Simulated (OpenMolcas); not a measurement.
# Mo⁵⁺ among point charges: CASSCF and CASPT2 levels and susceptibility

Aim: the splitting of the states of Mo⁵⁺ in the field of 6 point charges, its lowest levels with spin-orbit coupling and its magnetic susceptibility.

Method: state-averaged CASSCF and CASPT2, spin-orbit coupling by RASSI with atomic mean-field integrals. Code: OpenMolcas 26.06.

**1. Starting point**

```
Species                           : Mo⁵⁺ (molybdenum, Z = 42, 37 electrons)
Basis                             : ANO-RCC-VDZP [6s5p3d1f], 43 functions
Scalar Hamiltonian                : DKH2, point nucleus
Inactive shells                   : 1s 2s 2p 3s 3p 3d 4s 4p
Active space                      : 1 electron in 5 orbitals (4d)
Some configurations of this space : 4d
Orbitals                          : optimised for each spin and parity, averaged over all roots
```

The outer shells:

4d
```
4d [↑ ][  ][  ][  ][  ]
```

The ion sits among 6 point charges of -1.7 e arranged as a tetragonal octahedron (D4h), 1.99 Å from the ion, with the axial distance 1.771 Å.

The work runs as a chain of OpenMolcas steps in one folder; each step below is one input file. Labels, J, g values, rates, χT and fits are worked out afterwards by a script from the matrices that RASSI stores. The input lists half of the charges; inversion (Group=XYZ) makes the rest.

**2. Basis and integrals**

a.inp

```
&GATEWAY
Coord
1

Mo 0.0 0.0 0.0
Basis=ANO-RCC-VDZP
Group=XYZ
NoMove
AngMom=0.0 0.0 0.0
AMFI
XField
3 Angstrom 0
1.990000 0.000000 0.000000 -1.700000
0.000000 1.990000 0.000000 -1.700000
0.000000 0.000000 1.771100 -1.700000
&SEWARD
```

The log of the run:

```text
Basis set label: MO.ANO-RCC...6S5P3D1F.

      Electronic valence basis set:
      ------------------
      Associated Effective Charge  42.000000 au
      Associated Actual Charge     42.000000 au
      Nuclear Model: Point charge

      Shell  nPrim  nBasis  Cartesian Spherical Contaminant
         s      21       6        X
         p      18       5        X
         d      13       3                 X
         f       6       1                 X
                  Relativistic Douglas-Kroll-Hess integrals:
                    - DKH order of Hamiltonian: 2
                    - DKH order of Properties : 0
                  Atomic mean-field integrals
```

**3. Reference wave functions, doublets of even parity, 5 roots**

a.inp

```
&RASSCF
FileOrb=start.orb
Symmetry=1
Spin=2
nActEl=1 0 0
Inactive=9 9
Ras2=5 0
CIRoot=5 5 1
SDav=5
CIMx=300
Iter=120 100
PrWF=0.3
OrbListing=Nothing
MaxOrb=0
>>> COPY $Project.JobIph JOB001
```

start.orb holds the contracted functions of the basis, ordered by shell, or the orbitals of the step before.

The log of the run, shortened:

```text
[...]
      Number of active orbitals                  5
[...]
      Spin quantum number                      0.5
[...]
      Active orbitals                            5   0
[...]
      Number of CSFs                             5
      Number of root(s) required                 5
[...]
      Convergence after  7 iterations
[...]
      Natural orbitals and occupation numbers for root  1
      sym 1:   1.000000  -0.000000   0.000000   0.000000   0.000000
      Natural orbitals and occupation numbers for root  2
      sym 1:  -0.000000   1.000000   0.000000   0.000000  -0.000000
      Natural orbitals and occupation numbers for root  3
      sym 1:   0.000000   1.000000   0.000000  -0.000000  -0.000000
::    RASSCF root number  1 Total energy:  -4054.69239336
::    RASSCF root number  2 Total energy:  -4054.67483048
::    RASSCF root number  3 Total energy:  -4054.67483048
::    RASSCF root number  4 Total energy:  -4054.65353510
::    RASSCF root number  5 Total energy:  -4054.61507945
```

**4. RASSI: spin-orbit coupling between the states**

a.inp

```
&RASSI
NrOfJobIphs=1 5
1 2 3 4 5
IphNames
JOB001
EJob
SpinOrbit
DIPRint=1.0
SOCoupling=1000.0
Subsets=2
Property=9
'ANGMOM' 1 'ANGMOM' 2 'ANGMOM' 3 'MLTPL  1' 1 'MLTPL  1' 2 'MLTPL  1' 3
'AMFI' 1 'AMFI' 2 'AMFI' 3
SOProperty=3
'ANGMOM' 1 'ANGMOM' 2 'ANGMOM' 3
```

The log of the run, shortened:

```text
SPIN-FREE ENERGIES:
  (Shifted by EMIN (a.u.) =      -4054.6923933566)
 SF State       Relative EMIN(au)   Rel lowest level(eV)    D:o, cm**(-1)      L_eff
     1             0.0000000000        0.0000000000              0.0000         2.0
     2             0.0175628802        0.4779103158           3854.6067         2.0
     3             0.0175628802        0.4779103158           3854.6067         2.0
     4             0.0388582585        1.0573870816           8528.4020         2.0
     5             0.0773139093        2.1038186493          16968.4418         2.0
     Dipole printing threshold changed to   1.00000000E+00
Eigenvalues of complex Hamiltonian:
   -----------------------------------
  (Shifted by EMIN (a.u.) =      -4054.6923933566)
 SO State       Relative EMIN(au)   Rel lowest level(eV)    D:o, cm**(-1)     J-value
     1            -0.0011362216        0.0000000000              0.0000         1.0
     2            -0.0011362216        0.0000000000              0.0000         1.0
     3             0.0147972635        0.4335722165           3496.9958         1.8
     4             0.0147972635        0.4335722165           3496.9958         1.8
     5             0.0199811870        0.5746339600           4634.7355         1.9
     6             0.0199811870        0.5746339600           4634.7355         1.9
     7             0.0398185165        1.1144351951           8988.5260         1.3
     8             0.0398185165        1.1144351951           8988.5260         1.3
     9             0.0778371828        2.1489758083          17332.6588         2.2
    10             0.0778371828        2.1489758083          17332.6588         2.2
Weights of the five most important spin-orbit-free states for each spin-orbit state.
[...]
```

These steps: 3.4 s of run time, 1 thread, shared host.

States without spin-orbit coupling:

```tsv
state	degeneracy	E (cm-1)	free-ion L (%)
2B2	1	0	D (100)
2E	2	3855	D (100)
2B1	1	8528	D (100)
2A1	1	16968	D (100)
```

With spin-orbit coupling:

```json
{"E (cm-1)": "0.0", "Degeneracy": "2", "Label": "E3/2", "2S+1": "2", "g": "0.85 1.48 1.48"}
{"E (cm-1)": "3497", "Degeneracy": "2", "Label": "E1/2", "2S+1": "2", "g": "0.01 0.43 0.43"}
{"E (cm-1)": "4635", "Degeneracy": "2", "Label": "E3/2", "2S+1": "2", "g": "0.88 0.88 3.53"}
{"E (cm-1)": "8989", "Degeneracy": "2", "Label": "E3/2", "2S+1": "2", "g": "2.36 2.36 2.68"}
{"E (cm-1)": "17333", "Degeneracy": "2", "Label": "E1/2", "2S+1": "2", "g": "1.99 2.43 2.43"}
```

Principal g values are given for doublets only; a zero marks a field direction without first-order Zeeman splitting.

Powder χT (cm³ K/mol): 0.16 at 2 K, 0.16 at 5 K, 0.16 at 10 K, 0.16 at 20 K, 0.17 at 50 K, 0.18 at 100 K, 0.18 at 150 K, 0.19 at 200 K, 0.20 at 250 K, 0.21 at 300 K.

Orbitals of the lowest block (energies include the constant potential of the surroundings):

```tsv
shell	space	energy (hartree)	mean occupation	⟨r²⟩ (bohr²)
1s	inactive	-738.3686	2.000	0.00163
2s	inactive	-106.8155	2.000	0.0277
2p	inactive	-95.2703	6.000	0.0219
3s	inactive	-19.0927	2.000	0.208
3p	inactive	-15.1956	6.000	0.213
3d	inactive	-8.8314	10.000	0.205
4s	inactive	-2.4275	2.000	1.37
4p	inactive	-1.2202	6.000	1.58
4d	RAS2		1.000	2.49
```

**5. CASPT2: IPEA 0.25, imaginary shift 0.1 (closed shells correlated: 4s 4p)**

a.inp

```
>>> COPY JOB001 $Project.JobIph
&CASPT2
Multistate=5 1 2 3 4 5
NoMult
Frozen=8 6
IPEA=0.25
Imaginary=0.1
MaxIter=60
WThr=0.0 0.3 0.05
PrWF=0.5
NoMix
```

The log of the run:

```text
Orbital specifications:
      -----------------------

      Symmetry species                           1   2
                                                ag  au
      Frozen orbitals                            8   6
      Inactive orbitals                          1   3
      Active orbitals                            5   0
      Secondary orbitals                         7  13
      Deleted orbitals                           0   0
      Number of basis functions                 21  22
Type of calculation                        SS-CASPT2
      Fock operator                              state-specific
      IPEA shift                                 0.25
      Real shift                                 0.00
      Imaginary shift                            0.10
      The input orbitals will be transformed to quasi-canonical
Reference energy:       -4054.6923933566
      E2 (Non-variational):      -0.1666969487
      Shift correction:          -0.0000765044
      E2 (Variational):          -0.1667734531
      Total energy:           -4054.8591668097
      Residual norm:              0.0000001468
      Reference weight:           0.96640
      Contributions to the CASPT2 correlation energy
      Active & Virtual Only:          0.0000000000
      One Inactive Excited:          -0.0359162821
      Two Inactive Excited:          -0.1307806666
Reference energy:       -4054.6748304764
      E2 (Non-variational):      -0.1668661572
      Shift correction:          -0.0000766853
      E2 (Variational):          -0.1669428424
      Total energy:           -4054.8417733188
      Residual norm:              0.0000001551
      Reference weight:           0.96635
      Contributions to the CASPT2 correlation energy
      Active & Virtual Only:          0.0000000000
      One Inactive Excited:          -0.0359687819
      Two Inactive Excited:          -0.1308973753
::    CASPT2 Root  1     Total energy:  -4054.85916681
::    CASPT2 Root  2     Total energy:  -4054.84177332
::    CASPT2 Root  3     Total energy:  -4054.84177332
::    CASPT2 Root  4     Total energy:  -4054.82029271
::    CASPT2 Root  5     Total energy:  -4054.78236351
```

This run: 0.92 s of run time, 1 thread, shared host.

SS-CASPT2: lowest energy less the reference's lowest, -0.1668 hartree; reference weights 0.966.

States without spin-orbit coupling:

```tsv
state	degeneracy	E (cm-1)	free-ion L (%)
2B2	1	0	D (100)
2E	2	3817	D (100)
2B1	1	8532	D (100)
2A1	1	16856	D (100)
```

With spin-orbit coupling:

```csv
E (cm-1),Degeneracy,Label,2S+1,g
0,2,E3/2,2,0.84 1.48 1.48
3460,2,E1/2,2,0.01 0.43 0.43
4600,2,E3/2,2,0.88 0.88 3.53
8990,2,E3/2,2,2.36 2.36 2.69
17220,2,E1/2,2,1.99 2.43 2.43
```

Powder χT (cm³ K/mol): 0.16 at 2 K, 0.16 at 5 K, 0.16 at 10 K, 0.16 at 20 K, 0.17 at 50 K, 0.17 at 100 K, 0.18 at 150 K, 0.19 at 200 K, 0.20 at 250 K, 0.21 at 300 K.

**6. The methods side by side**

A. CASSCF
B. SS-CASPT2, IPEA 0.25, imaginary shift 0.1 (closed shells correlated: 4s 4p)

```tsv
method	ground state	first state of that spin (cm-1)	first gap with spin-orbit (cm-1)	χT at 300 K
A	2B2	2E 3855	3497.0	0.21
B	2B2	2E 3817	3460.2	0.21
```

**7. Results**

| quantity | value |
| --- | --- |
| method | SS-CASPT2, IPEA 0.25, imaginary shift 0.1 (closed shells correlated: 4s 4p) |
| spin-free ground state | 2B2, 1-fold in its orbital part |
| first state of the same spin within the active space | 2E at 3820 cm⁻¹ |
| lowest level | 2-fold E3/2, g = 0.84, 1.48, 1.48 |
| next level | 3460.2 cm⁻¹ |
| χT at 300 K | 0.21 cm³ K/mol |
| effective moment at 300 K | 1.29 μB |

Cost by method:

```tsv
method	time of its own steps	time with the reference
A. CASSCF	3.4 s	3.4 s
B. SS-CASPT2, IPEA 0.25, imaginary shift 0.1, +4s 4p	0.92 s	4.4 s
```

Times are of one thread on a shared host.

The spin-free ground state (2B2) comes to 100 % from free-ion D terms and keeps the highest spin of the shell. χT at 300 K is 0.21, against 0.38 cm³ K/mol for the spin alone, so orbital moment lowers it. The field of point charges can differ much from that of real complexes. Point charges carry no covalency, so the field is a model and not that of real ligands.
